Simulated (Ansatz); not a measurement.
# Fe: the cost of one run

Program: Ansatz 0.2.0. Level of theory: DFT PBE, with the methods named in each step. These are calculated values, not measurements.

The COD entry's cell or inner coordinates are ideal or old and differ from later refinements, so a difference from it is no clean test against experiment.

## (1) The structure to begin with

The structure is cubic, space group Im-3m (No. 229). Conventional cell: a = 2.886 Å, b = 2.886 Å, c = 2.886 Å, α = 90.00°, β = 90.00°, γ = 90.00°. Fe (site symmetry m-3m) is surrounded by 8 Fe at 2.50 Å.

Coordinates:

```cif
data_structure
_symmetry_space_group_name_H-M 'P 1'
_symmetry_Int_Tables_number 1
_cell_length_a 2.4993
_cell_length_b 2.4993
_cell_length_c 4.0814
_cell_angle_alpha 90.000
_cell_angle_beta 90.000
_cell_angle_gamma 109.471
_cell_volume 24.04
loop_
_atom_site_label
_atom_site_type_symbol
_atom_site_fract_x
_atom_site_fract_y
_atom_site_fract_z
_atom_site_occupancy
Fe1 Fe 0.00000 0.00000 0.00000 1
Fe2 Fe 0.50000 0.50000 0.50000 1
```

In patterns such as +-, the signs follow the magnetic atoms in the order of the input.

Atoms are numbered in the order of the input: Fe1, Fe2.

## (2) Parallel moments, PAW

File input.yaml:

```yaml
crystal:
  lattice:
    - [-1.443, 1.443, 1.443]
    - [1.443, -1.443, 1.443]
    - [2.886, 2.886, 0.0]
  atoms:
    - { symbol: Fe, position: [0.0, 0.0, 0.0], spin: 3.0 }
    - { symbol: Fe, position: [0.5, 0.5, 0.5], spin: 3.0 }
magnetization:
  spin_polarized: true
kpoints:
  mp_grid: { grid: [11, 11, 7] }
scf:
  occupations: { method: fermi_dirac, width: 0.05 }
  lower_state_search: "off"
hamiltonian:
  xc: pbe
  pseudopotentials: { kind: paw }
output:
  forces: true
  stress: true
  eigenvalues: true
```

Run with:

```bash
$ ansatz run input.yaml --threads 2 --pin off --max-ram 4096MiB --backend cpu --events-out ev --progress --plain --runs-dir out
```

What time and memory should one allow on 2 threads of Arm Neoverse V2, shared host?

About 5.7 s, with a peak of 0.38 GiB.
